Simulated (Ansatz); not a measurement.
# CuF3 (ReO3 type): equation of state and elastic constants

Aim: the bulk modulus of CuF3 (ReO3 type) from energies at several volumes around the relaxed one, with shape and atoms relaxed at each, then the elastic tensor. The cell was built by placing the elements on the sites of a structure type; the runs don't test whether it is the stable form.

Program: Ansatz 0.2.0. Level of theory: DFT PBE, scalar-relativistic, plane waves, PAW. These are calculated values, not measurements.

6 further runs of the same task are left out: 4 that didn't finish, 2 set aside as unsound or not needed. Runs told in other sessions of the task aren't counted.

### Step 1. The starting structure

It takes space group Pm-3m (No. 221, cubic). The conventional cell has a = 3.790 Å, b = 3.790 Å, c = 3.790 Å, α = 90.00°, β = 90.00°, γ = 90.00°. Cu (site symmetry m-3m) has 6 F at 1.89 Å in its first shell of neighbours. F (site symmetry 4/mmm) has 2 Cu at 1.89 Å in its first shell of neighbours.

Coordinates:

```
CELL_PARAMETERS angstrom
3.78977 0.00000 3.78977
0.00000 3.78977 3.78977
0.00000 0.00000 7.57955
ATOMIC_POSITIONS crystal
Cu 0.00000 0.00000 0.00000
F 0.50000 0.00000 0.75000
F 0.00000 0.00000 0.25000
F 0.00000 0.50000 0.75000
Cu 0.00000 0.00000 0.50000
F 0.50000 0.00000 0.25000
F 0.00000 0.00000 0.75000
F 0.00000 0.50000 0.25000
```

An earlier run at PBE left this cell at 13.608 Å³/atom and 0.00 GPa (10×10×5 mesh). The large moments point both ways and cancel.

Volume factors to run: 0.980, 1.020, 0.960, 1.040, 1.070, 1.100, 0.945.

### Step 2. Scaling the volume by 0.980

input.yaml

```yaml
crystal:
  lattice:
    - [3.7643372164, 0.0, 3.7643372164]
    - [0.0, 3.7643372164, 3.7643372164]
    - [0.0, 0.0, 7.5286744328]
  atoms:
    - { symbol: Cu, position: [0.0, 0.0, 0.0], spin: 0.78 }
    - { symbol: F, position: [0.5, 0.0, 0.75] }
    - { symbol: F, position: [0.0, 0.0, 0.25] }
    - { symbol: F, position: [0.0, 0.5, 0.75] }
    - { symbol: Cu, position: [0.0, 0.0, 0.5], spin: -0.78 }
    - { symbol: F, position: [0.5, 0.0, 0.25] }
    - { symbol: F, position: [0.0, 0.0, 0.75] }
    - { symbol: F, position: [0.0, 0.5, 0.25] }
basis:
  ecutwfc: 420
  ecutrho_ratio: 4
kpoints:
  mp_grid: { grid: [10, 10, 5] }
hamiltonian:
  xc: pbe
scf:
  occupations: { method: gaussian, width: 0.05 }
output:
  forces: true
  stress: true
  eigenvalues: true
  populations: true
magnetization:
  spin_polarized: true
relax:
  f_tol: 0.01
  max_steps: 40
```

On the command line:

```sh
> ansatz run input.yaml --threads 2 --pin off --max-ram 2662MiB --backend cpu --events-out ev --progress --plain --runs-dir out
```

Further steps of the session: At 1.020 of the relaxed volume; Scaling the volume by 0.960; Volume × 1.040; At 1.070 of the relaxed volume; Scaling the volume by 1.100; At 0.945 of the relaxed volume; Elastic constants, atoms relaxed.

Before running it: what results should come out? Wanted: V0; B0; B0′; scatter of the fit; C11, C12, C44; K, G, E; Poisson's ratio.

As calculated:

| quantity | value |
| --- | --- |
| V0 | 13.608 Å³/atom |
| B0 | 94 GPa |
| B0′ | 4.9 |
| scatter of the fit | 0.006 meV/atom |
| C11, C12, C44 | 224, 30, 26 GPa |
| K, G, E (Hill) | 94, 46, 118 GPa |
| Poisson's ratio | 0.29 |

The fitted minimum lies at 13.61 Å³/atom, and the bulk modulus is 94 GPa. One per cent of compression takes about 0.94 GPa. The gap on the mesh shrinks from 0.38 to 0.22 eV as the cell expands over this range. All eigenvalues of the tensor are positive, so the cell is mechanically stable. K/G = 2.06 lies over Pugh's 1.75, an empirical mark of ductile behaviour drawn from metals, and the universal anisotropy index of 2.40 is large. The bulk moduli from the tensor and from the fit agree within 1 %. These are values at 0 K without zero-point motion.
